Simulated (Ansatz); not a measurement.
# TeH₂Se (SMILES [SeH][TeH]): single points off equilibrium

An exercise on one series of results from a longer session: the logs are not shown, and one member is left open.

The runs use Ansatz 0.2.0, Gaussian basis; single points in def2-TZVPP.

Correlated methods freeze the cores. Filled d shells of the heavier atoms are correlated. Core potentials replace the inner electrons past krypton, and spin-orbit coupling is left out.

### Where the work starts

SMILES `[SeH][TeH]`, 4 atoms, charge 0, spin multiplicity 1.

Atoms are counted from 1 here; the program's logs count them from 0.

Bond lengths: Se1–Te2 2.502 Å, Se1–H3 1.459 Å, Te2–H4 1.669 Å. Angles: Te2–Se1–H3 99.3°, Se1–Te2–H4 91.9°.

Geometry (Å):

```xyz
4

Se    0.4330   -1.2046    0.3438
Te    0.6427    1.2640   -0.0034
H    -0.8399   -1.2343    1.0559
H    -0.1831    1.1878   -1.4522
```

Set-up of the first run:

The input, run/in.yaml:

```yaml
crystal:
  periodic: [false, false, false]
  atoms:
    - {symbol: Se, position_ang: [0.433000, -1.204600, 0.343800]}
    - {symbol: Te, position_ang: [0.642700, 1.264000, -0.003400]}
    - {symbol: H, position_ang: [-0.839900, -1.234300, 1.055900]}
    - {symbol: H, position_ang: [-0.183100, 1.187800, -1.452200]}
basis:
  gaussian: {orbitals: def2-TZVPP}
correlation: {method: ccsd_t}
output: {forces: true}
```

The command line of these runs was not kept.

Steps of the session up to this table: CCSD(T)/def2-TZVPP; PBE0-D4/def2-TZVPP; wB97M-V/def2-TZVPP; r2SCAN-D4/def2-TZVPP; PBE-D4/def2-TZVPP; r2SCANh-D4/def2-TZVPP; LC-wPBE/def2-TZVPP.

One table of the session follows, with a row left open; its other results are not shown here.

```
    method  RMS force component (eV/Å)  angle to CCSD(T) forces (°)  dipole (D)
   CCSD(T)                       0.210                    reference        0.81
   PBE0-D4                       0.188                         29.1        0.82
   wB97M-V                       0.194                         20.9        0.82
 r2SCAN-D4                       0.195                         27.8        0.81
    PBE-D4                       0.310                         53.8        0.76
r2SCANh-D4                       0.179                         20.3        0.83
   LC-wPBE                           ?                            ?           ?
```

Estimate the missing values for LC-wPBE.

**Answer.** RMS force component (eV/Å): 0.237; angle to CCSD(T) forces (°): 54.1; dipole (D): 0.90. In the column «RMS force component (eV/Å)» it lies between CCSD(T) (0.210) and PBE-D4 (0.310).
